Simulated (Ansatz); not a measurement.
# LiLaO2: a single-point run

Aim: a sound single-point run of LiLaO2. The structure is shown as the input types it. The cell is built on a prototype (ordering on rocksalt) and needn't be the phase found in nature.

Program: Ansatz 0.2.0. Level of theory: density functional or hybrid calculation with the settings of its input, plane waves (as first typed). These are calculated values, not measurements.

3 further runs of the same task are left out: 1 for a known fault of the program, 2 that didn't finish.

### Step 1. The starting structure

It takes space group P4/mmm (No. 123, tetragonal). Conventional cell: a = 3.557 Å, b = 3.557 Å, c = 4.592 Å, α = 90.00°, β = 90.00°, γ = 90.00°. Li (site symmetry 4/mmm) is surrounded by 6 O at 2.30 to 2.52 Å. O (site symmetry 4/mmm) has 2 Li at 2.30 Å and 4 La at 2.52 Å as nearest neighbours. La (site symmetry 4/mmm) is surrounded by 6 O at 2.30 to 2.52 Å. O (site symmetry 4/mmm) is surrounded by 2 La at 2.30 Å and 4 Li at 2.52 Å.

Structure file:

```
Li O La
1.0
     3.55728    0.00000    0.00000
     0.00000    3.55728    0.00000
     0.00000    0.00000    4.59249
Li O La
1 2 1
Direct
  0.00000 0.00000 0.00000
  0.00000 0.00000 0.50000
  0.50000 0.50000 0.00000
  0.50000 0.50000 0.50000
```

### Step 2. Input and run

input.yaml

```yaml
crystal:
  lattice:
    - [3.5572751326, 0.0, 0.0]
    - [0.0, 3.5572751326, 0.0]
    - [0.0, 0.0, 4.5924944311]
  atoms:
    - { symbol: Li, position: [0.0, 0.0, 0.0] }
    - { symbol: O, position: [0.0, 0.0, 0.5] }
    - { symbol: La, position: [0.5, 0.5, 0.5] }
    - { symbol: O, position: [0.5, 0.5, 0.0] }
kpoints:
  mp_grid: { grid: [6, 6, 4] }
hamiltonian:
  xc: scan
scf:
  occupations: { method: fixed }
  n_extra_bands: 5
output:
  forces: true
  stress: true
  eigenvalues: true
```

Launch:

```
> ansatz run input.yaml --threads 4 --pin off --max-ram 3686MiB --backend cpu --events-out ev --progress --plain --runs-dir out
```

Q: Will this input give a usable result? If not, why, and what should change?

The run ended at the input check. The line that matters: «line 14 column 7: hamiltonian.xc: unknown variant `scan`, expected one of `lda`, `lda-pw`, `pw92`, `pbe`, `pbesol`, `rpbe`, `revpbe`, `blyp`, ...»

Look at the input: hamiltonian.xc is scan. The functional or method isn't one that the program knows by that name.

The cure: set hamiltonian.xc to r2scan. Any name on the list would pass the check; a listed functional of a like name need not be the same functional.
